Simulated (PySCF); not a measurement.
# C2H9Ge2NSi: the cost of one run

Computed with PySCF 2.14.0, with density-fitted response routines of our own, on a single molecule in the gas phase. Atoms count from 0, in the outputs and in this text.

### 1 The molecule as given

15 atoms, charge 0, multiplicity 1; geometry from: GFN2-xTB.

Bonds of the start (Å): C0–C1 1.20, C1–Si2 1.86, Si2–N3 1.72, Si2–Ge4 2.34, Si2–Ge5 2.34, C0–H6 1.05, N3–H7 1.01, N3–H8 1.01, Ge4–H9 1.50, Ge4–H10 1.50, Ge4–H11 1.50, Ge5–H12 1.50, Ge5–H13 1.50, Ge5–H14 1.50.

### 2 Ultraviolet spectrum: PBE0/def2-SVPD

Job settings and geometry (Å):

```
{"job": {"kind": "uv", "xc": "PBE0", "basis": "def2-SVPD", "nstates": 8, "ntriplets": 3}, "charge": 0, "multiplicity": 1}
C      2.654046     0.363543     1.467774
C      1.666005     0.149221     0.814687
Si     0.126207    -0.154354    -0.191055
N      0.372224    -1.086620    -1.620795
Ge    -0.641741     1.940209    -0.911492
Ge    -1.363492    -1.383442     1.136115
H      3.518525     0.549007     2.039916
H      0.583363    -2.068976    -1.543309
H      0.880049    -0.684266    -2.392658
H     -1.711090     1.923699    -1.963601
H      0.425710     2.806257    -1.515903
H     -1.221814     2.805283     0.167519
H     -0.785281    -1.897505     2.422050
H     -2.586285    -0.635175     1.579101
H     -1.920839    -2.618891     0.489739
```

Level: TDDFT PBE0/def2-SVPD, vertical, gas phase, core orbitals frozen in the response.

Started as:

```bash
$ OMP_NUM_THREADS=1 python probes_run.py task.json out
```

One launch serves the whole session: the jobs run in the order shown.

**Question.** How long does this job take on 1 thread of Arm Neoverse N1, shared host, and how much memory does it need?

About 1.7 min, with a peak of 0.97 GiB.
